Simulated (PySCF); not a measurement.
**C2H8AlBrS: NMR shifts at several levels of theory**

How much do the NMR shifts of C2H8AlBrS (`C[S+](C)[AlH2-][Br]`) depend on the level of theory, and what does each level cost?

Programs: PySCF 2.14.0, with density-fitted response routines of our own. Each step states its level of theory. These are calculated values for one molecule in the gas phase, unless marked as measured. Atoms count from 0, in the outputs and in this text.

## (1) The molecule as given

13 atoms, charge 0, multiplicity 1; geometry from: PBE0-D3(BJ)/def2-SVP.

Bonds of the start (Å): C0–S1 1.81, S1–C2 1.80, S1–Al3 2.45, Al3–Br4 2.31, C0–H5 1.10, C0–H6 1.10, C0–H7 1.10, C2–H8 1.10, C2–H9 1.10, C2–H10 1.10, Al3–H11 1.59, Al3–H12 1.60.

## (2) NMR shieldings: PBE0/6-31G*

The job: settings as JSON, then the geometry in Å.

```
{"job": {"kind": "nmr", "xc": "PBE0", "basis": "6-31G*", "pop": true}, "charge": 0, "multiplicity": 1}
C     -1.347887    -1.118428     0.159594
S     -0.388465     0.009460    -0.872941
C     -0.551788     1.554846     0.045090
Al     1.891568    -0.623888    -0.232485
Br     2.951666     1.194976    -1.175743
H     -2.406014    -0.824224     0.145174
H     -1.242112    -2.119810    -0.279183
H     -0.957375    -1.123057     1.187449
H     -1.588227     1.912849    -0.016564
H     -0.242401     1.411377     1.090203
H      0.126092     2.271442    -0.438254
H      2.056284    -2.019823    -0.975746
H      1.703718    -0.542026     1.352861
```

Method: GIAO PBE0/6-31G* NMR shielding, non-relativistic, gas phase.

Started as:

```bash
$ OMP_NUM_THREADS=1 python probes_run.py task.json out
```

This one command runs all jobs of the session in turn.

What it wrote:

```text
coarse grid: 50136 points
cycle   1  E = -3294.8551236903  dE = -9.612e-01  |g| = 2.562e-01  |ddm| = 3.070e+00
cycle   2  E = -3294.8646689017  dE = -9.545e-03  |g| = 2.093e-01  |ddm| = 7.106e-01
cycle   3  E = -3294.8773095989  dE = -1.264e-02  |g| = 5.350e-02  |ddm| = 3.281e-01
cycle   4  E = -3294.8778361270  dE = -5.265e-04  |g| = 6.646e-03  |ddm| = 5.651e-02
cycle   5  E = -3294.8778479722  dE = -1.185e-05  |g| = 4.098e-03  |ddm| = 1.545e-02
cycle   6  E = -3294.8778518878  dE = -3.916e-06  |g| = 5.380e-04  |ddm| = 4.686e-03
final grid: 102104 points
cycle   7  E = -3294.8777419293  dE = -3.271e-08  |g| = 5.565e-04  |ddm| = 1.489e-03
cycle   8  E = -3294.8777418948  dE =  3.443e-08  |g| = 6.592e-04  |ddm| = 1.150e-03
cycle   9  E = -3294.8777420060  dE = -1.112e-07  |g| = 4.190e-05  |ddm| = 6.375e-04
cycle  10  E = -3294.8777420064  dE = -4.316e-10  |g| = 6.494e-06  |ddm| = 5.139e-05
converged SCF energy = -3294.8777420064

GIAO shielding tensors (ppm)
atom      isotropic    diamagn.    paramagn.     s11        s22        s33       span
  0 C      175.607     254.466     -78.859    159.733    168.281    198.806     39.073
  1 S      618.943    1057.440    -438.497    496.257    616.150    744.422    248.165
  2 C      172.787     254.967     -82.180    158.792    164.670    194.899     36.107
  3 Al     460.817     796.278    -335.461    436.086    457.238    489.127     53.041
  4 Br    2866.259    3123.670    -257.411   2718.574   2915.958   2964.246    245.672
  5 H       30.002      30.239      -0.236     24.745     27.438     37.824     13.079
  6 H       30.031      30.249      -0.217     24.983     27.163     37.947     12.964
  7 H       29.977      31.189      -1.212     24.797     28.877     36.257     11.459
  8 H       29.951      30.452      -0.502     24.662     27.383     37.808     13.146
  9 H       30.038      31.441      -1.403     26.165     28.022     35.927      9.762
 10 H       29.375      30.550      -1.175     22.840     29.871     35.413     12.573
 11 H       26.932      28.451      -1.520     23.066     25.154     32.575      9.510
 12 H       27.153      29.654      -2.501     23.580     26.148     31.732      8.152
```

It took 12 s on 1 thread of Arm Neoverse V2, shared host; peak memory 0.66 GiB.

The references, computed at this level on geometries of the same kind, shield at (ppm): 1H TMS 31.96, 13C TMS 194.1, 33S CS2 546, 27Al AlH4- 535.8, 79Br HBr 2580. Their shielding less the atom's gives the shift. The references are single molecules in the gas phase. Shifts against hydride references such as AlH4− lie on their own scale. Atoms listed in one row are averaged.

| atoms | environment | σ (ppm) | δ (ppm) |
| --- | --- | --- | --- |
| C0, C2 | methyl carbon bonded to S | 174.2 | 19.9 |
| H11, H12 | hydrogen on an aluminium bonded to Br, S | 27.04 | 4.92 |
| H5, H6, H7, H8, H9, H10 | hydrogen on a methyl carbon bonded to S | 29.90 | 2.07 |
| S1 | sulfur bonded to 2 C, Al | 619 | -73 |
| Al3 | aluminium bonded to Br, S, 2 H | 460.8 | 74.9 |
| Br4 | bromine bonded to Al | 2866 | -286 |

The run also stored atomic charges by several schemes (e):

| atoms | Mulliken | IAO | Hirshfeld | ESP fit |
| --- | --- | --- | --- | --- |
| C0, C2 | -0.70 | -0.51 | -0.08 | -0.56 |
| S1 | 0.22 | 0.31 | 0.13 | 0.05 |
| Al3 | 0.34 | 0.46 | 0.26 | 0.46 |
| Br4 | -0.37 | -0.37 | -0.26 | -0.32 |

Mayer bond orders: C0–S1 0.96, S1–C2 0.97, S1–Al3 0.43, Al3–Br4 0.90.

## (3) Nuclear shieldings: PBE0/def2-SVP

Same as in step 2 but for these lines:

```diff
@@ -1,2 +1,2 @@
-{"job": {"kind": "nmr", "xc": "PBE0", "basis": "6-31G*", "pop": true}, "charge": 0, "multiplicity": 1}
+{"job": {"kind": "nmr", "xc": "PBE0", "basis": "def2-SVP", "pop": true}, "charge": 0, "multiplicity": 1}
 C     -1.347887    -1.118428     0.159594
```

Level: GIAO PBE0/def2-SVP NMR shielding, non-relativistic, gas phase.

What it wrote:

```text
coarse grid: 50136 points
cycle   1  E = -3294.6310928781  dE = -1.002e+00  |g| = 2.451e-01  |ddm| = 3.347e+00
cycle   2  E = -3294.6408752369  dE = -9.782e-03  |g| = 1.919e-01  |ddm| = 6.779e-01
cycle   3  E = -3294.6509887385  dE = -1.011e-02  |g| = 5.312e-02  |ddm| = 3.217e-01
cycle   4  E = -3294.6515519877  dE = -5.632e-04  |g| = 6.860e-03  |ddm| = 5.842e-02
cycle   5  E = -3294.6515638182  dE = -1.183e-05  |g| = 3.852e-03  |ddm| = 1.338e-02
cycle   6  E = -3294.6515673281  dE = -3.510e-06  |g| = 6.090e-04  |ddm| = 4.184e-03
final grid: 102104 points
cycle   7  E = -3294.6514621626  dE = -1.770e-08  |g| = 6.380e-04  |ddm| = 1.533e-03
cycle   8  E = -3294.6514621131  dE =  4.952e-08  |g| = 7.676e-04  |ddm| = 1.340e-03
cycle   9  E = -3294.6514622653  dE = -1.522e-07  |g| = 4.607e-05  |ddm| = 7.443e-04
cycle  10  E = -3294.6514622659  dE = -5.712e-10  |g| = 7.069e-06  |ddm| = 5.652e-05
converged SCF energy = -3294.6514622659

GIAO shielding tensors (ppm)
atom      isotropic    diamagn.    paramagn.     s11        s22        s33       span
  0 C      174.311     248.169     -73.857    157.703    166.628    198.602     40.899
  1 S      650.184    1057.073    -406.889    526.152    650.883    773.518    247.366
  2 C      171.552     248.633     -77.081    156.419    163.572    194.666     38.247
  3 Al     444.111     794.223    -350.112    417.755    439.333    475.246     57.491
  4 Br    2836.651    3124.295    -287.644   2675.913   2888.398   2945.644    269.731
  5 H       29.474      29.630      -0.155     24.074     26.673     37.676     13.603
  6 H       29.519      29.670      -0.151     24.330     26.434     37.793     13.463
  7 H       29.426      30.794      -1.368     24.315     28.032     35.930     11.615
  8 H       29.409      29.850      -0.440     23.961     26.648     37.619     13.658
  9 H       29.487      31.092      -1.605     25.685     27.229     35.548      9.862
 10 H       28.795      30.112      -1.317     22.053     29.117     35.214     13.161
 11 H       26.742      28.893      -2.151     22.983     24.915     32.328      9.345
 12 H       26.923      29.946      -3.023     23.353     25.905     31.511      8.158
```

Run time: 13 s. Hardware: 1 thread of Arm Neoverse V2, shared host; peak memory 0.79 GiB.

Key values: δ C0 20.8, S1 -83, Al3 72.0, Br4 -226, H11 4.51, H5 1.99 ppm (means over like atoms).

## (4) NMR shieldings: PBE0/def2-TZVP

Same as in step 3 but for these lines:

```diff
@@ -1,2 +1,2 @@
-{"job": {"kind": "nmr", "xc": "PBE0", "basis": "def2-SVP", "pop": true}, "charge": 0, "multiplicity": 1}
+{"job": {"kind": "nmr", "xc": "PBE0", "basis": "def2-TZVP", "pop": true}, "charge": 0, "multiplicity": 1}
 C     -1.347887    -1.118428     0.159594
```

Method: GIAO PBE0/def2-TZVP NMR shielding, non-relativistic, gas phase.

What it wrote:

```text
coarse grid: 50136 points
cycle   1  E = -3295.2538712988  dE = -9.810e-01  |g| = 3.436e-01  |ddm| = 2.602e+00
cycle   2  E = -3295.2663779316  dE = -1.251e-02  |g| = 2.131e-01  |ddm| = 4.879e-01
cycle   3  E = -3295.2749502132  dE = -8.572e-03  |g| = 7.247e-02  |ddm| = 2.030e-01
cycle   4  E = -3295.2761457824  dE = -1.196e-03  |g| = 1.023e-02  |ddm| = 5.477e-02
cycle   5  E = -3295.2761688632  dE = -2.308e-05  |g| = 3.377e-03  |ddm| = 9.662e-03
cycle   6  E = -3295.2761716671  dE = -2.804e-06  |g| = 7.454e-04  |ddm| = 3.251e-03
final grid: 102104 points
cycle   7  E = -3295.2760996981  dE = -5.324e-08  |g| = 8.209e-04  |ddm| = 2.261e-03
cycle   8  E = -3295.2760996283  dE =  6.985e-08  |g| = 9.790e-04  |ddm| = 1.206e-03
cycle   9  E = -3295.2760998365  dE = -2.082e-07  |g| = 8.447e-05  |ddm| = 6.433e-04
cycle  10  E = -3295.2760998381  dE = -1.584e-09  |g| = 7.818e-06  |ddm| = 5.958e-05
cycle  11  E = -3295.2760998381  dE = -1.455e-11  |g| = 3.776e-06  |ddm| = 8.754e-06
converged SCF energy = -3295.2760998381

GIAO shielding tensors (ppm)
atom      isotropic    diamagn.    paramagn.     s11        s22        s33       span
  0 C      165.927     248.152     -82.225    148.900    158.980    189.901     41.001
  1 S      551.491    1056.012    -504.520    416.567    550.126    687.781    271.214
  2 C      163.111     248.546     -85.435    147.833    155.823    185.676     37.843
  3 Al     411.822     797.166    -385.344    380.886    407.992    446.589     65.703
  4 Br    2802.081    3124.531    -322.450   2645.527   2832.418   2928.297    282.770
  5 H       29.414      29.270       0.144     24.281     26.794     37.167     12.886
  6 H       29.427      29.458      -0.031     24.517     26.546     37.219     12.702
  7 H       29.370      30.653      -1.282     24.474     28.183     35.454     10.980
  8 H       29.380      29.469      -0.089     24.264     26.785     37.092     12.828
  9 H       29.512      30.993      -1.480     25.861     27.480     35.196      9.335
 10 H       28.718      29.866      -1.147     22.323     29.246     34.587     12.264
 11 H       26.631      28.887      -2.257     22.866     24.913     32.113      9.247
 12 H       26.865      30.113      -3.248     23.543     25.721     31.330      7.787
```

Run time: 34 s. Hardware: 1 thread of Arm Neoverse V2, shared host; peak memory 0.96 GiB.

Key values: δ C0 22.1, S1 -59, Al3 76.6, Br4 -196, H11 4.73, H5 2.18 ppm (means over like atoms).

## (5) Nuclear shieldings: PBE0/cc-pVDZ

Same as in step 4 but for these lines:

```diff
@@ -1,2 +1,2 @@
-{"job": {"kind": "nmr", "xc": "PBE0", "basis": "def2-TZVP", "pop": true}, "charge": 0, "multiplicity": 1}
+{"job": {"kind": "nmr", "xc": "PBE0", "basis": "cc-pVDZ", "pop": true}, "charge": 0, "multiplicity": 1}
 C     -1.347887    -1.118428     0.159594
```

Level: GIAO PBE0/cc-pVDZ NMR shielding, non-relativistic, gas phase.

What it wrote:

```text
coarse grid: 50136 points
cycle   1  E = -3295.1739868046  dE = -9.043e-01  |g| = 2.438e-01  |ddm| = 6.053e+00
cycle   2  E = -3295.1828859498  dE = -8.899e-03  |g| = 2.052e-01  |ddm| = 1.284e+00
cycle   3  E = -3295.1946946178  dE = -1.181e-02  |g| = 3.599e-02  |ddm| = 5.608e-01
cycle   4  E = -3295.1950694056  dE = -3.748e-04  |g| = 1.221e-02  |ddm| = 1.037e-01
cycle   5  E = -3295.1951138596  dE = -4.445e-05  |g| = 2.271e-03  |ddm| = 2.712e-02
cycle   6  E = -3295.1951151741  dE = -1.314e-06  |g| = 8.484e-04  |ddm| = 6.378e-03
final grid: 102104 points
cycle   7  E = -3295.1950359897  dE =  3.429e-08  |g| = 9.647e-04  |ddm| = 4.629e-03
cycle   8  E = -3295.1950358859  dE =  1.037e-07  |g| = 1.140e-03  |ddm| = 4.536e-03
cycle   9  E = -3295.1950362700  dE = -3.841e-07  |g| = 6.989e-05  |ddm| = 2.377e-03
cycle  10  E = -3295.1950362715  dE = -1.512e-09  |g| = 6.573e-06  |ddm| = 1.452e-04
cycle  11  E = -3295.1950362715  dE = -1.046e-11  |g| = 1.290e-06  |ddm| = 1.431e-05
converged SCF energy = -3295.1950362715

GIAO shielding tensors (ppm)
atom      isotropic    diamagn.    paramagn.     s11        s22        s33       span
  0 C      176.153     248.847     -72.694    159.584    168.276    200.599     41.015
  1 S      627.707    1058.774    -431.067    507.748    628.221    747.152    239.404
  2 C      173.396     249.155     -75.760    158.606    164.967    196.614     38.007
  3 Al     469.056     797.426    -328.370    448.552    464.919    493.697     45.146
  4 Br    2847.099    3122.508    -275.409   2684.893   2908.080   2948.325    263.432
  5 H       29.341      29.696      -0.355     24.070     26.586     37.367     13.296
  6 H       29.325      29.730      -0.404     24.289     26.337     37.350     13.061
  7 H       29.260      31.196      -1.935     24.237     27.918     35.626     11.389
  8 H       29.281      29.861      -0.581     24.002     26.533     37.307     13.304
  9 H       29.344      31.463      -2.119     25.554     27.219     35.260      9.706
 10 H       28.584      30.171      -1.586     21.925     29.104     34.724     12.798
 11 H       26.645      29.050      -2.406     22.791     24.718     32.425      9.635
 12 H       26.870      30.265      -3.395     23.338     25.645     31.627      8.289
```

Wall time 15 s (1 thread of Arm Neoverse V2, shared host); peak memory 0.81 GiB.

This run: δ C0 22.0, S1 -79, Al3 69.5, Br4 -221, H11 4.53, H5 2.10 ppm (means over like atoms).

[end of part 1 of 2]
